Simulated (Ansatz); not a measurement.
Set up this calculation in Ansatz 0.2.0, as the native input.

* Task: relaxation of cell and atoms
* Functional: PBEsol
* Potentials or basis: Ansatz PAW
* Cutoff: 420 eV (not typed: the program's choice for these potentials)
* k mesh: 10 × 10 × 3
* Occupations: fermi-dirac, width 0.05 eV
* Spin: no spin polarisation

The system is ScTaN.

```
Ta Sc N
1.0
     3.08507    0.00000    0.00000
    -1.54253    2.67175    0.00000
     0.00000    0.00000   10.34014
Ta Sc N
2 2 2
Cartesian
  0.0000 1.7812 2.5399
  1.5425 0.8906 7.8003
  0.0000 0.0000 0.0000
  0.0000 0.0000 5.1701
  0.0000 1.7812 6.5126
  1.5425 0.8906 3.8275
```

The cell comes from a database or a generator and needn't be the stable form of this composition.

These files were run (other wordings do the same):

input.yaml

```yaml
crystal:
  lattice:
    - [3.0850655424, 0.0, 0.0]
    - [-1.5425327712, 2.6717451321, 0.0]
    - [0.0, 0.0, 10.340136]
  atoms:
    - { symbol: Ta, position: [0.3333333333, 0.6666666667, 0.245631] }
    - { symbol: Ta, position: [0.6666666667, 0.3333333333, 0.754369] }
    - { symbol: Sc, position: [0.0, 0.0, 0.0] }
    - { symbol: Sc, position: [0.0, 0.0, 0.5] }
    - { symbol: "N", position: [0.3333333333, 0.6666666667, 0.629841] }
    - { symbol: "N", position: [0.6666666667, 0.3333333333, 0.370159] }
hamiltonian:
  xc: pbesol
  pseudopotentials: { kind: paw }
kpoints:
  mp_grid: { grid: [10, 10, 3] }
scf:
  occupations: { method: fermi_dirac, width: 0.05 }
output:
  forces: true
  stress: true
  eigenvalues: true
relax:
  f_tol: 0.01
  max_steps: 40
  cell: { stress_tol: 0.05 }
```

Potentials or basis: Ansatz PAW.

Command:

```console
$ ansatz run input.yaml --threads 2 --pin off --max-ram 5632MiB --backend cpu --events-out ev --progress --plain --runs-dir out
```

It gave:

The relaxed volume is 13.74 Å³/atom. The relaxed cell is a = 3.053 Å, b = 3.053 Å, c = 10.211 Å, α = 90.00°, β = 90.00°, γ = 120.00°, the space group after relaxing (to 0.05 Å) is P-3m1 (No. 164) and the energy gained by relaxing is 10.0 meV/atom. The ionic steps are 8 and the pressure after relaxing is 0.0 GPa. The band gap on the k mesh is none (metal or under the smearing width).

Caveat: the plane-wave basis is chosen anew once the cell has moved, so the energies of steps on either side of that aren't comparable; the PAW data sets come from PBE, with cores solved anew for the run's functional, which leaves a small shift of forces and pressure.

It took 38 s on 2 threads of Arm Neoverse V1 (shared host), peak memory 0.43 GiB.
